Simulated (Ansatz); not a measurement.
# AlAsH₂ (triplet): the correlation ladder, cc-pVTZ

Aim: climb from Hartree-Fock through coupled cluster for AlAsH₂ (triplet) at one geometry and basis, and see what each rung misses.

Program: Ansatz 0.2.0, Gaussian basis. Level of theory: cc-pVTZ, core rule «outside noble gas», up to 19 orbitals frozen. These are calculated values, not measurements.

Plan: UHF; CCSD(T) on ROHF; CCSD(T) on UHF; BCCD(T) on ROHF; CCSDT(Q) on ROHF; CCSDT(Q) on UHF.

14 further runs of the same task are left out: 10 for a known fault of the program, 4 set aside as unsound or not needed. Runs told in other sessions of the task aren't counted.

**1. The geometry**

The geometry is a PBE0/def2-TZVP stationary point (not a proven minimum). No spin-orbit coupling is included. The filled d shell of As may be among the frozen orbitals whatever the setting's name suggests.

4 atoms, charge 0, spin multiplicity 3.

Atoms are counted from 1 here; the program's logs count them from 0.

Bond lengths: Al1–As2 2.435 Å, Al1–H3 1.589 Å, Al1–H4 1.589 Å. Angles: As2–Al1–H3 120.0°, As2–Al1–H4 120.0°, H3–Al1–H4 120.0°.

**2. UHF**

in.yaml reads:

```yaml
crystal:
  periodic: [false, false, false]
  atoms:
    - {symbol: Al, position_ang: [0.000000, 0.000000, 1.740252]}
    - {symbol: As, position_ang: [0.000000, 0.000000, -0.694906]}
    - {symbol: H, position_ang: [0.000000, 1.375836, 2.534270]}
    - {symbol: H, position_ang: [0.000000, -1.375836, 2.534270]}
basis:
  gaussian: {orbitals: cc-pVTZ}
magnetization: {spin_polarized: true, initial_magnetization: 2}
hamiltonian: {xc: hf}
output: {orbitals: {seedname: orbitals}}
```

Command:

```console
$ ansatz run in.yaml --threads 1 --pin off --events-out ev --progress --plain --max-ram 4096MiB --backend cpu
```

The runs that follow: CCSD(T) on ROHF; CCSD(T) on UHF; BCCD(T) on ROHF; CCSDT(Q) on ROHF; CCSDT(Q) on UHF.

Q: Predict the results of all the runs planned. Wanted: UCCSDT(Q) from the RHF energy; RMP2 from UCCSDT(Q); UMP2 from UCCSDT(Q); RCCSD from UCCSDT(Q); RCCSD(T) from UCCSDT(Q); UCCSD(T) from UCCSDT(Q); RCCSDT(Q) from UCCSDT(Q); T1 diagnostic.

**Answer**, as computed:

```
                         quantity                                value
    UCCSDT(Q) from the ROHF energy                           -5.8053 eV
              RMP2 from UCCSDT(Q)                          +1131.9 meV
              UMP2 from UCCSDT(Q)                          +1157.5 meV
             RCCSD from UCCSDT(Q)                           +232.5 meV
          RCCSD(T) from UCCSDT(Q)                            +47.9 meV
          UCCSD(T) from UCCSDT(Q)                            +40.2 meV
         RCCSDT(Q) from UCCSDT(Q)                             +8.6 meV
levels within 1 kcal/mol (43 meV)  UCCSD(T), RCCSDT, UCCSDT, RCCSDT(Q)
                    T1 diagnostic                                0.017
```

What this shows: RCCSD(T) misses by +47.9 meV, 0.8 % of the correlation energy. These misses are within one basis, not against nature; the frozen cores of restricted and unrestricted runs differ, which can shift their rows.
